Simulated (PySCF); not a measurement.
# A diatomic session: NaAs+

One table from this session's results is given with a row withheld; the runs are named, their logs left out.

The runs use PySCF 2.14.0; Na pcseg-1, As pcseg-1, no relativity.

The first run:

The job is set up so:

```
atoms                         : Na, As
charge                        : 1
basis                         : Na pcseg-1, As pcseg-1
Hamiltonian                   : no relativity
basis functions               : 37
electrons treated             : 43
masses in u                   : 22.9898, 74.9216
levels                        : PBE0, PBE, r²SCAN, BHandHLYP, M06-L, MN15, HF, MP2, SCS-MP2, CCSD, CCSD(T)
grid                          : 80 radial by 434 angular points
occupations                   : held fixed by the projection of orbital angular momentum
dissociation limit            : Na+ + As, each in its ground configuration
starting distance in angstrom : 2.850
values of 2S to try           : 1, 3
```

On the command line:

```sh
$ OMP_NUM_THREADS=1 python dia.py task.json out
```

Steps of the session up to this table: Input; First curve: PBE0; Higher solutions at PBE0; PBE; r²SCAN (meta-GGA); BHandHLYP; M06-L (meta-GGA); MN15 (hybrid meta-GGA); UHF (mean field); MP2 and coupled cluster.

One of the session's tables, all rows but one given; the rest of the session is left out.

Energy (eV) from each level's lowest point:

| R (Å) | UHF | UHF-MP2 | UHF-SCS-MP2 | UHF-CCSD | UHF-CCSD(T) |
| --- | --- | --- | --- | --- | --- |
| 2.778 | 0.150 | 0.153 | 0.154 | n/a | n/a |
| 2.907 | 0.073 | 0.075 | 0.076 | 0.075 | 0.075 |
| 3.036 | 0.029 | 0.030 | 0.031 | 0.030 | 0.030 |
| 3.133 | ? | ? | ? | ? | ? |
| 3.230 | 0.002 | 0.002 | 0.002 | 0.002 | 0.002 |
| 3.327 | 0.000 | 0.000 | 0.000 | 0.000 | 0.000 |
| 3.456 | 0.004 | 0.005 | 0.004 | 0.005 | 0.005 |
| 3.618 | 0.017 | 0.018 | 0.018 | 0.018 | 0.019 |
| 3.811 | 0.038 | 0.040 | 0.039 | 0.040 | 0.041 |
| 4.070 | 0.067 | 0.071 | 0.070 | n/a | n/a |

**Question.** Estimate the row for R (Å) = 3.133.

Worked estimate for «UHF». A straight line through the neighbours (3.036, 0.029) and (3.230, 0.002) gives 0.029 + (0.002 − 0.029) × (3.133 − 3.036) / (3.230 − 3.036) = 0.015; a parabola fitted to 4 rows on both sides gives 0.010.

As computed: UHF: 0.011; UHF-MP2: 0.012; UHF-SCS-MP2: 0.012; UHF-CCSD: 0.012; UHF-CCSD(T): 0.011. In «UHF» the line misses by +0.004 and the parabola by -0.001.

Caveats from the session: The bond is weak, and basis-set superposition, which was not computed, may be a sizeable part of it.
